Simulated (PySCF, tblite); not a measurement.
# C₂H₄FSi radical: geometry, infrared bands and EPR parameters

Wanted: the infrared bands and EPR parameters of C₂H₄FSi radical (`C=C[SiH]F`), by calculation.

The runs use tblite 0.8.0 and PySCF 2.14.0, with density-fitted response routines of our own; the level of theory stands in each step. All values are computed, except where a source is named. Atoms count from 0, in the outputs and in this text.

**1. The starting structure**

8 atoms, charge 0, multiplicity 2; geometry from: force field or distance geometry start.

Bonds of the start (Å): C0–C1 1.33, C1–Si2 1.84, Si2–F3 1.59, C0–H4 1.10, C0–H5 1.09, C1–H6 1.09, Si2–H7 1.48.

**2. Relaxing the molecule with GFN2-xTB**

What the job is given:

```
{"job": {"kind": "relax", "xc": "GFN2-xTB", "basis": "xTB"}, "charge": 0, "multiplicity": 2}
C     -1.385100    -0.160500    -0.186000
C     -0.244500     0.285000     0.324900
Si     1.417500     0.245600    -0.464600
F      2.472200     0.759300     0.613200
H     -2.315600    -0.094000     0.396400
H     -1.468500    -0.596700    -1.179500
H     -0.223600     0.705600     1.330700
H      1.756500    -1.134900    -0.859700
```

The run is started by

```
> OMP_NUM_THREADS=1 python probes_run.py task.json out
```

One launch serves the whole session: the jobs run in the order shown.

The program printed:

```text
step      E/eV     max force
  0    -346.53432    1.386
  1    -346.57076    0.473
  2    -346.57853    0.317
  3    -346.58375    0.324
  4    -346.59938    0.367
  5    -346.60660    0.384
  6    -346.61343    0.233
  7    -346.61839    0.228
  8    -346.62236    0.175
  9    -346.62451    0.135
 10    -346.62617    0.111
 11    -346.62768    0.105
 12    -346.62915    0.118
 13    -346.63071    0.142
 14    -346.63272    0.174
 15    -346.63513    0.159
 16    -346.63714    0.120
 17    -346.63841    0.110
 18    -346.63916    0.075
 19    -346.63971    0.089
 20    -346.64054    0.095
 21    -346.64146    0.088
 22    -346.64218    0.069
 23    -346.64267    0.079
 24    -346.64314    0.082
 25    -346.64382    0.078
 26    -346.64487    0.107
 27    -346.64611    0.108
 28    -346.64724    0.099
 29    -346.64828    0.100
 30    -346.64918    0.079
 31    -346.64994    0.104
 32    -346.65061    0.085
 33    -346.65104    0.055
 34    -346.65133    0.047
 35    -346.65159    0.056
 36    -346.65188    0.078
 37    -346.65224    0.054
 38    -346.65266    0.064
 39    -346.65299    0.044
 40    -346.65310    0.028
 41    -346.65317    0.028
 42    -346.65327    0.036
 43    -346.65341    0.043
 44    -346.65356    0.040
 45    -346.65368    0.035
 46    -346.65379    0.036
 47    -346.65392    0.040
 48    -346.65409    0.046
 49    -346.65422    0.034
 50    -346.65429    0.023
 51    -346.65431    0.020
 52    -346.65434    0.021
 53    -346.65437    0.017
 54    -346.65439    0.011
 55    -346.65440    0.009
```

Wall time 0.17 s (1 thread of Arm Neoverse V1, shared host).

Step by step: (not every step is listed)

| step | energy from step 0 (eV) | largest force (eV/Å) |
| --- | --- | --- |
| 0 | 0.0000 | 1.3858 |
| 1 | -0.0364 | 0.4731 |
| 2 | -0.0442 | 0.3167 |
| 3 | -0.0494 | 0.3236 |
| 4 | -0.0651 | 0.3675 |
| 5 | -0.0723 | 0.3838 |
| 6 | -0.0791 | 0.2327 |
| 7 | -0.0841 | 0.2278 |
| 8 | -0.0880 | 0.1751 |
| 12 | -0.0948 | 0.1175 |
| 16 | -0.1028 | 0.1198 |
| 20 | -0.1062 | 0.0952 |
| 24 | -0.1088 | 0.0817 |
| 28 | -0.1129 | 0.0992 |
| 32 | -0.1163 | 0.0850 |
| 36 | -0.1176 | 0.0778 |
| 40 | -0.1188 | 0.0276 |
| 44 | -0.1192 | 0.0396 |
| 48 | -0.1198 | 0.0458 |
| 50 | -0.1200 | 0.0226 |
| 51 | -0.1200 | 0.0203 |
| 52 | -0.1200 | 0.0211 |
| 53 | -0.1200 | 0.0173 |
| 54 | -0.1201 | 0.0108 |
| 55 | -0.1201 | 0.0087 |

Close pairs (by a distance rule), those that changed most:

| bond | before (Å) | after (Å) | change (Å) |
| --- | --- | --- | --- |
| Si2–F3 | 1.593 | 1.627 | +0.034 |
| Si2–H7 | 1.475 | 1.444 | -0.031 |
| C0–H4 | 1.100 | 1.077 | -0.022 |
| C0–C1 | 1.327 | 1.338 | +0.011 |
| C0–H5 | 1.088 | 1.077 | -0.011 |
| C1–H6 | 1.090 | 1.085 | -0.005 |
| C1–Si2 | 1.840 | 1.840 | -0.000 |

The final coordinates are the input of the step that follows.

**3. Infrared spectrum with GFN2-xTB**

What the job is given:

```
{"job": {"kind": "ir", "xc": "GFN2-xTB", "basis": "xTB"}, "charge": 0, "multiplicity": 2}
C     -1.408399    -0.186963    -0.138211
C     -0.277307     0.317666     0.368759
Si     1.392841     0.201955    -0.394770
F      2.540429     0.489479     0.721945
H     -2.364832    -0.022888     0.329964
H     -1.411569    -0.802543    -1.022092
H     -0.350971     0.941590     1.253796
H      1.888865    -0.928885    -1.143957
```

The program printed:

```text
mode    cm-1     km/mol
  1     104.7      2.45
  2     152.3      6.35
  3     290.8     13.59
  4     373.2     35.98
  5     519.7     27.25
  6     617.1     74.60
  7     731.1    110.12
  8     816.4    163.83
  9     852.0     25.21
 10     971.6     15.27
 11    1011.9      7.92
 12    1262.3      2.49
 13    1405.8     21.15
 14    1570.6     94.16
 15    2413.1    277.16
 16    3013.0     24.40
 17    3093.0     13.71
 18    3115.3     47.41
```

Wall time 0.11 s (1 thread of Arm Neoverse V1, shared host).

The strongest bands and the atoms that carry them (share of the mass-weighted mode):

| cm⁻¹ | km/mol | atoms |
| --- | --- | --- |
| 373 | 36.0 | H7 41 %, C1 13 %, C0 13 %, Si2 12 % |
| 520 | 27.2 | C1 30 %, H4 27 %, H5 16 % |
| 617 | 74.6 | H7 89 % |
| 731 | 110.1 | F3 32 %, Si2 27 %, C1 23 % |
| 816 | 163.8 | Si2 44 %, F3 28 %, C1 12 % |
| 1571 | 94.2 | C0 45 %, C1 38 % |
| 2413 | 277.2 | H7 97 % |
| 3115 | 47.4 | H5 56 %, H4 34 % |

**4. EPR parameters: B3LYP/pcH-1**

Settings changed since step 3:

```diff
@@ -1,2 +1,2 @@
-{"job": {"kind": "ir", "xc": "GFN2-xTB", "basis": "xTB"}, "charge": 0, "multiplicity": 2}
+{"job": {"kind": "epr", "basis": "pcH-1"}, "charge": 0, "multiplicity": 2}
 C     -1.408399    -0.186963    -0.138211
```

Method: UKS B3LYP, pcH-1 on C F H Si, non-relativistic, mean-field spin-orbit, GIAO.

The program printed:

```text
UKS, coarse grid
  cycle   1  E = -467.86947764  |g| = 4.78e-01
  cycle   2  E = -467.73725654  |g| = 7.93e-01
  cycle   3  E = -467.95701153  |g| = 5.90e-02
  cycle   4  E = -467.95798740  |g| = 4.03e-02
  cycle   5  E = -467.95879769  |g| = 5.41e-03
  cycle   6  E = -467.95881392  |g| = 4.88e-03
  cycle   7  E = -467.95882884  |g| = 1.10e-03
  cycle   8  E = -467.95882882  |g| = 2.61e-04
UKS, final grid
  cycle   1  E = -467.95873802  |g| = 2.69e-04
  cycle   2  E = -467.95873805  |g| = 3.79e-04
  cycle   3  E = -467.95873810  |g| = 7.41e-05
  cycle   4  E = -467.95873812  |g| = 4.86e-05
  cycle   5  E = -467.95873813  |g| = 2.29e-05
E = -467.95873813 Eh   <S^2> = 0.7576 (exact 0.7500)
g shifts (ppm)      1          2          3
  rmc          -163       -163       -163
  gc             56          9         68
  oz_so        -897         18       1396
  total       -1004       -135       1301
hyperfine (MHz)  atom isotope    a_iso     a_fc   dipolar eigenvalues
    0   13C      19.19      19.23    -17.54    -16.60     34.14
    1   13C      32.07      32.07    -16.82      2.65     14.17
    2  29Si    -500.65    -501.69   -155.38     77.26     78.12
    3   19F     137.30     135.75   -130.22   -127.98    258.20
    4    1H     -10.26     -10.26     -8.82     -0.95      9.78
    5    1H     -11.55     -11.55     -5.43     -1.70      7.13
    6    1H       3.62       3.62     -3.91     -0.78      4.69
    7    1H      82.63      82.62     -8.58      0.39      8.19
```

Run time: 14 s. Hardware: 1 thread of Arm Neoverse V1, shared host; peak memory 0.58 GiB.

Principal g values 2.00132, 2.00218, 2.00362; g(iso) = 2.00237, against 2.00232 for a free electron.

Hyperfine couplings, nucleus by nucleus at this fixed geometry (no averaging over rotations):

| nuclei | isotope | a(iso) (MHz) | a(iso) (G, at g = 2.0023) | largest dipolar term (MHz) |
| --- | --- | --- | --- | --- |
| Si2 | 29Si | -500.7 | -178.6 | -155.4 |
| F3 | 19F | 137.3 | 49.0 | 258.2 |
| H7 | 1H | 82.6 | 29.5 | -8.6 |
| C1 | 13C | 32.1 | 11.4 | -16.8 |
| C0 | 13C | 19.2 | 6.8 | 34.1 |
| H5 | 1H | -11.6 | -4.1 | 7.1 |
| H4 | 1H | -10.3 | -3.7 | 9.8 |
| H6 | 1H | 3.6 | 1.3 | 4.7 |

Mulliken spin populations:

| atom | value (e) |
| --- | --- |
| C0 | 0.22 |
| C1 | -0.09 |
| Si2 | 0.82 |
| F3 | 0.04 |
| H4 | -0.01 |
| H5 | -0.01 |
| H6 | 0.00 |
| H7 | 0.03 |

In first order the couplings over 0.8 MHz of 19F, 1H give 32 distinct lines over 87.6 G.

Orbitals, density, ELF and potential are computed afterwards from the orbital file.

ELF in a plane through or near 8 of the atoms.

Values, 10 rows by 14 columns:
```
0.00 0.00 0.00 0.00 0.00 0.00 0.00 0.00 0.00 0.00 0.00 0.00 0.00 0.00
0.00 0.00 0.00 0.00 0.00 0.00 0.00 0.02 0.01 0.00 0.00 0.00 0.00 0.00
0.00 0.00 0.00 0.09 0.08 0.00 0.35 0.98 0.93 0.01 0.00 0.00 0.00 0.00
0.00 0.00 0.20 0.79 0.72 0.06 0.40 1.00 0.95 0.01 0.14 0.10 0.00 0.00
0.00 0.01 0.43 0.79 0.81 0.19 0.84 0.47 0.62 0.66 0.99 0.97 0.04 0.00
0.00 0.00 0.06 0.25 0.08 0.73 0.68 0.59 0.63 0.19 0.96 0.87 0.03 0.00
0.00 0.00 0.01 0.69 1.00 0.91 0.20 0.03 0.89 0.98 0.25 0.02 0.00 0.00
0.00 0.00 0.04 0.97 1.00 0.99 0.18 0.01 0.95 0.99 0.41 0.00 0.00 0.00
0.00 0.00 0.00 0.27 0.75 0.52 0.02 0.00 0.04 0.09 0.00 0.00 0.00 0.00
0.00 0.00 0.00 0.00 0.00 0.00 0.00 0.00 0.00 0.00 0.00 0.00 0.00 0.00
```
The map spans 10.3 Å across and 8.3 Å up, centred on the molecule. Atoms in the plane (x, y in Å): C0 (1.4, -0.2), C1 (0.3, 0.5), Si2 (-1.4, -0.2), F3 (-2.5, 0.9), H4 (2.4, 0.3), H5 (1.4, -1.3), H6 (0.3, 1.6), H7 (-1.9, -1.5).

On the surface of density 0.002 e/bohr³ the electrostatic potential runs, from the 1st to the 99th percentile, from -1.15 V near F3 to 1.52 V near H5.

The spin density lies nearest to Si2 57 %; C0 13 %; H7 10 %; F3 8 %.

**5. Results**

| quantity | value |
| --- | --- |
| strongest single infrared mode (GFN2-xTB) | 2413 cm⁻¹, 277 km/mol |
| zero-point energy (GFN2-xTB) | 31.9 kcal/mol |
| g(iso) (B3LYP) | 2.00237 |
| ⟨S²⟩ | 0.758 (exact 0.75) |
| largest a(iso) | 29Si on Si2, -500.7 MHz |
| potential on the surface of density 0.002 e/bohr³, 1st and 99th percentile | -1.15 V and 1.52 V |

What this shows: Relaxing lowered the energy by 0.120 eV in 55 steps; the close pair that moved most is Si2–F3, from 1.593 to 1.627 Å. All 18 modes are real, so the xTB geometry is a minimum. The strongest single mode, at 2413 cm⁻¹, moves mainly H7. Unscaled tight-binding wavenumbers are off by several per cent, some by more. Its intensities can rank the bands wrongly. Most of the unpaired spin sits on Si2 (0.82 e). The isotropic g lies 0.1 ppt above the free-electron value. The conformer search found further structures of the same energy, which may be mirror or relabelled copies of this one.
